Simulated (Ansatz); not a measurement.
Crystal: CsLiCr2Te2S3.

```
Cs Li Cr Te S
1.0
     3.31929    1.91639    6.87982
    -3.31929    1.91639    6.87982
     0.00000   -3.83279    6.87982
Cs Li Cr Te S
1 1 2 2 3
Cartesian
  0.0000 0.0000 0.0000
  0.0000 0.0000 10.3197
  0.0000 0.0000 16.4802
  0.0000 0.0000 4.1593
  0.0000 0.0000 14.0328
  0.0000 0.0000 6.6067
  -2.4147 0.0000 10.3197
  1.2074 -2.0912 10.3197
  1.2074 2.0912 10.3197
```

The cell was built by a generator and needn't be a form met in nature.

Base run:

| Item | Value |
| --- | --- |
| Program | Ansatz 0.2.0 |
| Functional | revPBE |
| Potentials or basis | Ansatz PAW |
| Cutoff | 420 eV (not typed: the program's choice for these potentials) |
| k mesh | 5 × 5 × 5 |
| Occupations | fermi-dirac, width 0.05 eV |
| Spin | collinear spin, ferromagnetic start |
| Starting moments | [0.0, 0.0, 3.0, 3.0, 0.0, 0.0, 0.0, 0.0, 0.0] μB |

Its results: band gap on the k mesh none (metal or under the smearing width); pressure 1.3 GPa; net moment 4.00 μB per cell; site moments Cs -0.01; Li +0.01; Cr +2.11; Te -0.16; S -0.06 μB; largest force 0.099 eV/Å.

Q: After a change of settings the same cell gave: band gap on the k mesh none (metal or under the smearing width); pressure -3.9 GPa; net moment 4.00 μB per cell; site moments Cs -0.01; Li +0.01; Cr +1.95; Te -0.11; S -0.04 μB; largest force 0.482 eV/Å. Which change was it?
A. functional from revPBE to PBE; potentials or basis from Ansatz PAW to JTH PAW; cutoff from 420 eV (not typed: the program's choice for these potentials) to 1230 eV (not typed: the program's choice for these potentials); valence electrons from 90 to 70
B. functional from revPBE to LDA
C. functional from revPBE to PBE; potentials or basis from Ansatz PAW to Ansatz PAW earlier set; cutoff from 420 eV (not typed: the program's choice for these potentials) to 1070 eV
D. functional from revPBE to PBEsol

A: B.

LDA binds more tightly than revPBE, so the same cell stands under less pressure.

Caveats: spin-orbit coupling is left out, which moves the levels of the heavy elements; only a ferromagnetic start was run, and an antiferromagnetic order may lie lower in energy; the PAW data sets come from PBE, with cores solved anew for the run's functional, which leaves a small shift of forces and pressure.
